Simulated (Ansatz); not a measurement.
# CO2 (Cmce): band structure from a Python script

Does CO2 (Cmce) have a gap, and where are its band edges? A script is to give a band structure; the system is CO2 (Cmce).

Program: the Python package of Ansatz 0.2.0. Level of theory: DFT LDA, plane waves, PAW. These are calculated values, not measurements.

## Step 1: The structure

The structure is orthorhombic, space group Cmce (No. 64). Conventional cell: a = 5.272 Å, b = 4.775 Å, c = 6.587 Å, α = 90.00°, β = 90.00°, γ = 90.00°. C (site symmetry 2/m) has 2 O at 1.17 Å as nearest neighbours. O (site symmetry m) has 1 C at 1.17 Å as nearest neighbours.

The script holds or builds the structure itself.

## Step 2: Script

Input file co2.py:

```python
"""Band structure of CO2."""

import sys

import ansatz as az
import matplotlib.pyplot as plt
import numpy as np
from pymatgen.core import Lattice, Structure
from pymatgen.io.ase import AseAtomsAdaptor

pmg_structure = Structure(
    Lattice([(2.635911, -2.387378, 0.0), (2.635911, 2.387378, 0.0), (0.0, 0.0, 6.587175)]),
    ["C", "C", "O", "O", "O", "O"],
    [
        (0.0, 0.0, 0.0),
        (0.5, 0.5, 0.5),
        (0.806509, 0.193491, 0.891843),
        (0.193491, 0.806509, 0.108157),
        (0.693491, 0.306509, 0.391843),
        (0.306509, 0.693491, 0.608157),
    ],
)
xtal = az.Crystal.from_ase(AseAtomsAdaptor.get_atoms(pmg_structure))

# high-symmetry points in fractions of the reciprocal vectors
path = [
    ("G", (0.0, 0.0, 0.0)),
    ("S", (0.0, 0.5, 0.0)),
    ("R", (0.0, 0.5, 0.5)),
    ("Z", (0.0, 0.0, 0.5)),
    ("T", (0.5, 0.5, 0.5)),
]
model = (
    xtal.calculation()
    .functional("lda")
    .basis(420)  # plane waves up to this kinetic energy
    .kpoints(5, 5, 3)  # sampling of the Brillouin zone
    .occupations("methfessel_paxton")  # the run then minimises F = E - TS
    .band_structure([point for _, point in path], intervals=10)  # levels along the path at the converged density
    .scf(extra_bands=10)
)
try:
    outcome = model.run(threads=1)
except az.NonConvergedError as error:
    sys.exit(f"no convergence: {error}")
except az.RefusalError as error:
    sys.exit(f"input refused: {error}")
summary = outcome.report

for key in ("converged", "n_iterations", "n_electrons", "n_kpoints", "n_pw", "n_symmetry_ops", "free_energy_ev", "fermi_energy_ev"):
    print(f"{key:18s} {summary[key]}")

bands = outcome.band_structure()
fermi = bands.fermi_energy_ev
print(f"zero of the bands: {fermi:.3f} eV, the Fermi level found on the SCF mesh")
reciprocal = 2 * np.pi * np.linalg.inv(outcome.lattice.cell_ang).T
steps = np.linalg.norm(np.diff(bands.kpoints_frac @ reciprocal, axis=0), axis=1)
distance = np.concatenate([[0], np.cumsum(steps)])
fig, ax = plt.subplots(figsize=(5, 4))
for channel, colour in zip(bands.channels, ("C0", "C3")):
    ax.plot(distance, channel.eigenvalues_ev - fermi, colour, lw=1)
ax.set_xticks(distance[::10], [label for label, _ in path])
ax.set(ylim=(-8, 8), ylabel="E - E_F (eV)", xlim=(0, distance[-1]))
ax.grid(axis="x")
fig.savefig("bands.png", dpi=100)
first = bands.channels[0].eigenvalues_ev - fermi
near = np.argsort(np.abs(first.mean(axis=0)))[:4]
for band in sorted(near):
    print(f"band {band + 1}: {first[:, band].min():.3f} to {first[:, band].max():.3f} eV")
```

## Step 3: Launch

The run is started by

```console
python co2.py
```

**Question.** What results will this script give? Wanted: free energy; gap on the path; valence top / conduction bottom.

The runs gave:

| quantity | value |
| --- | --- |
| free energy | -2703.9723 eV (-450.6621 eV/atom) |
| gap on the path | 6.58 eV, indirect |
| valence top / conduction bottom | at R / at Γ |

**Reading.** Along this path the gap is 6.58 eV and indirect, from the valence top at R to the conduction bottom at Γ. Gaps at this rung are as a rule too small against experiment. Notes:
- Only differences from the Fermi energy are physical; the zero of the scale is a convention.
- In a crystal with a gap the Fermi level's place inside it depends on smearing and mesh.
- The structure comes from a database of computed cells and needn't be a stable or known phase.
- Levels are Kohn-Sham eigenvalues on this mesh.
